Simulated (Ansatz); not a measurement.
**AsH₄− (triplet): the correlation ladder, aug-cc-pVDZ**

The task here is to estimate one member of a computed series from the others.

The runs use Ansatz 0.2.0, Gaussian basis; aug-cc-pVDZ, core rule «outside noble gas», up to 14 orbitals frozen.

To be run: UHF; CCSD(T) on ROHF; CCSD(T) on UHF; BCCD(T) on ROHF; CISD as a restricted active space (open shells left free, so some higher excitations enter); CCSDT(Q) on ROHF; CCSDT(Q) on UHF; CASSCF and MRCISD+Q, 10 electrons in 8 orbitals; CASSCF and NEVPT2, 10 electrons in 8 orbitals.

25 further runs of the same task are left out: 2 for a known fault of the program, 6 that didn't finish, 17 set aside as unsound or not needed. Runs told in other sessions of the task aren't counted.

### The system

The geometry is a PBE0/def2-TZVPD stationary point (not a proven minimum). No spin-orbit coupling is included. The filled d shell of As may be among the frozen orbitals whatever the setting's name suggests.

5 atoms, charge -1, spin multiplicity 3.

Atoms are counted from 1 here; the program's logs count them from 0.

Bond lengths: As1–H2 1.669 Å, As1–H3 1.669 Å, As1–H4 1.669 Å, As1–H5 1.669 Å. Angles: H2–As1–H3 93.8°, H2–As1–H4 93.8°, H2–As1–H5 150.3°, H3–As1–H4 150.3°, H3–As1–H5 93.8°, H4–As1–H5 93.8°.

As a file:

```xyz
5
AsH4
As    0.00000    0.00000    0.00000
H     0.27035    0.98080    1.32282
H    -0.95755   -1.06993    0.85045
H     0.15702    1.24839   -1.09626
H     0.53017   -1.15926   -1.07701
```

Set-up of the first run:

Input file in.yaml:

```yaml
crystal:
  periodic: [false, false, false]
  atoms:
    - {symbol: As, position_ang: [0.000000, 0.000000, 0.000000]}
    - {symbol: H, position_ang: [0.270354, 0.980803, 1.322816]}
    - {symbol: H, position_ang: [-0.957546, -1.069929, 0.850450]}
    - {symbol: H, position_ang: [0.157024, 1.248386, -1.096259]}
    - {symbol: H, position_ang: [0.530168, -1.159260, -1.077008]}
basis:
  gaussian: {orbitals: aug-cc-pVDZ}
total_charge: -1
magnetization: {spin_polarized: true, initial_magnetization: 2}
hamiltonian: {xc: hf}
output: {orbitals: {seedname: orbitals}}
```

Run with:

```
$ ansatz run in.yaml --threads 1 --pin off --events-out ev --progress --plain --max-ram 2393MiB
```

Among the steps run: UHF; CCSD(T) on ROHF; CCSD(T) on UHF; BCCD(T) on ROHF; CISD as a restricted active space (open shells left free, so some higher excitations enter); CCSDT(Q) on ROHF; CCSDT(Q) on UHF; CASSCF and MRCISD+Q, 10 electrons in 8 orbitals; CASSCF and NEVPT2, 10 electrons in 8 orbitals.

One of the session's tables, all rows but one given; the rest of the session is left out.

| method | from UCCSDT(Q) (meV) |
| --- | --- |
| ROHF | +5813.2 |
| UHF | +5643.3 |
| RMP2 | +1126.5 |
| UMP2 | +1174.8 |
| CISD | +672.8 |
| RCCSD | +255.5 |
| UCCSD | +248.0 |
| RCCSD(T) | +46.3 |
| UCCSD(T) | +45.7 |
| BCCD(T) | +45.8 |
| RCCSDT | +11.7 |
| UCCSDT | +10.0 |
| RCCSDT(Q) | +1.7 |
| UCCSDT(Q) | 0 |
| CASSCF valence | +4876.5 |
| NEVPT2 valence | ? |
| MRCISD valence | +493.3 |
| MRCISD+Q valence | +47.3 |

Q: Estimate the row for NEVPT2 valence from the others.

The run gave: from UCCSDT(Q) (meV): +1222.9. In the column «from UCCSDT(Q) (meV)» it lies between UMP2 (+1174.8) and CASSCF valence (+4876.5).

To keep in mind: Restricted and unrestricted rows rest on different reference determinants; a gap between their highest levels can come from leftover correlation error, from unlike frozen cores or from another state.
